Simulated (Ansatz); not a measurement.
Crystal: Sc3Te.

```xyz
8
Lattice="6.3617 0.0000 0.0000 -3.1809 5.5094 0.0000 0.0000 0.0000 5.1044" Properties=species:S:1:pos:R:3 pbc="T T T"
Te    0.0000    3.6729    3.8283
Te    3.1809    1.8365    1.2761
Sc    0.0000    1.8418    1.2761
Sc   -1.5858    4.5885    1.2761
Sc    1.5858    4.5885    1.2761
Sc    3.1809    3.6676    3.8283
Sc    4.7667    0.9209    3.8283
Sc    1.5950    0.9209    3.8283
```

The cell comes from a database or a generator and needn't be the stable form of this composition.

- Program: Ansatz 0.2.0
- Task: single point
- Functional: PBE
- Potentials or basis: Ansatz PAW
- Cutoff: 420 eV (not typed: the program's choice for these potentials)
- k mesh: 5 × 5 × 5
- Occupations: fermi-dirac, width 0.05 eV
- Spin: no spin polarisation

On this cell: pressure 0.2 GPa; largest force 0.027 eV/Å; band gap on the k mesh none (metal or under the smearing width).

The same run follows on a disturbed copy (atoms moved at random, drawn with an rms of 0.05 Å):

```
Te Sc
1.0
     6.36170    0.00000    0.00000
    -3.18085    5.50939    0.00000
     0.00000    0.00000    5.10436
Te Sc
2 6
Direct
  0.33331 0.66619 0.75853
  0.66873 0.34720 0.24592
  0.16964 0.33790 0.24701
  0.16540 0.83152 0.26034
  0.66901 0.83164 0.23964
  0.82962 0.66939 0.75144
  0.83208 0.16570 0.74331
  0.33535 0.17064 0.75455
```

Task: What does the disturbed cell give?

Result: The energy (extrapolated to zero smearing) moves by +4.9 meV/atom; pressure 0.3 GPa; largest force 0.403 eV/Å; band gap on the k mesh none (metal or under the smearing width).

Forces in eV/Å, atoms in the order of the input:
```
Te  -0.090  0.095 -0.192
Te   0.159 -0.354  0.111
Sc  -0.029 -0.124  0.096
Sc   0.056  0.146 -0.127
Sc  -0.149  0.172  0.223
Sc   0.147 -0.019 -0.068
Sc  -0.060  0.135 -0.007
Sc  -0.034 -0.051 -0.037
```

Stress tensor (GPa, compression positive):
```
 0.17 -0.11 -0.05
-0.11  0.31 -0.03
-0.05 -0.03  0.45
```
